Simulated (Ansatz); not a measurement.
**IrAs (zincblende): equation of state**

Aim: the bulk modulus of IrAs (zincblende) from energies at several volumes around the relaxed one. The cell was built by placing the elements on the sites of a structure type; the runs don't test whether it is the stable form.

Method: DFT r²SCAN, scalar-relativistic, plane waves, PAW, in Ansatz 0.2.0.

1 further run of the same task is left out (set aside as unsound or not needed). Runs told in other sessions of the task aren't counted.

**1. The structure to begin with**

The structure is cubic, space group F-43m (No. 216). Conventional cell: a = 5.467 Å, b = 5.467 Å, c = 5.467 Å, α = 90.00°, β = 90.00°, γ = 90.00°. Ir (site symmetry -43m) is surrounded by 4 As at 2.37 Å. As (site symmetry -43m) is surrounded by 4 Ir at 2.37 Å.

As a file:

```cif
data_structure
_symmetry_space_group_name_H-M 'P 1'
_symmetry_Int_Tables_number 1
_cell_length_a 3.8661
_cell_length_b 3.8661
_cell_length_c 3.8661
_cell_angle_alpha 60.000
_cell_angle_beta 60.000
_cell_angle_gamma 60.000
_cell_volume 40.86
loop_
_atom_site_label
_atom_site_type_symbol
_atom_site_fract_x
_atom_site_fract_y
_atom_site_fract_z
_atom_site_occupancy
Ir1 Ir 0.00000 0.00000 0.00000 1
As1 As 0.25000 0.25000 0.25000 1
```

An earlier run at r²SCAN left this cell at 20.430 Å³/atom and 0.00 GPa (10×10×10 mesh).

Volume factors to run: 0.980, 1.020, 0.960, 1.040, 1.070.

**2. At 0.980 of the relaxed volume**

File input.yaml:

```yaml
crystal:
  lattice:
    - [0.0, 2.715373374, 2.715373374]
    - [2.715373374, 0.0, 2.715373374]
    - [2.715373374, 2.715373374, 0.0]
  atoms:
    - { symbol: Ir, position: [0.0, 0.0, 0.0] }
    - { symbol: As, position: [0.25, 0.25, 0.25] }
basis:
  ecutwfc: 500
  ecutrho_ratio: 4
kpoints:
  mp_grid: { grid: [10, 10, 10] }
hamiltonian:
  xc: r2scan
scf:
  occupations: { method: gaussian, width: 0.05 }
output:
  forces: true
  stress: true
  eigenvalues: true
```

On the command line:

```sh
$ ansatz run input.yaml --threads 2 --pin off --max-ram 2662MiB --backend cpu --events-out ev --progress --plain --runs-dir out
```

The runs that follow: Volume × 1.020; At 0.960 of the relaxed volume; Volume × 1.040; Scaling the volume by 1.070.

Before running it: what results should come out? Wanted: V0; B0; B0′; scatter of the fit.

As calculated:

| quantity | value |
| --- | --- |
| V0 | 20.431 Å³/atom |
| B0 | 150 GPa |
| B0′ | 4.7 |
| scatter of the fit | 0.001 meV/atom |

**Reading.** The fitted minimum lies at 20.43 Å³/atom, and the bulk modulus is 150 GPa. One per cent of compression takes about 1.5 GPa. These are values at 0 K without zero-point motion. Spin–orbit coupling is left out, though the cell holds Ir; in elements this heavy it can shift levels and gaps by tenths of an eV.
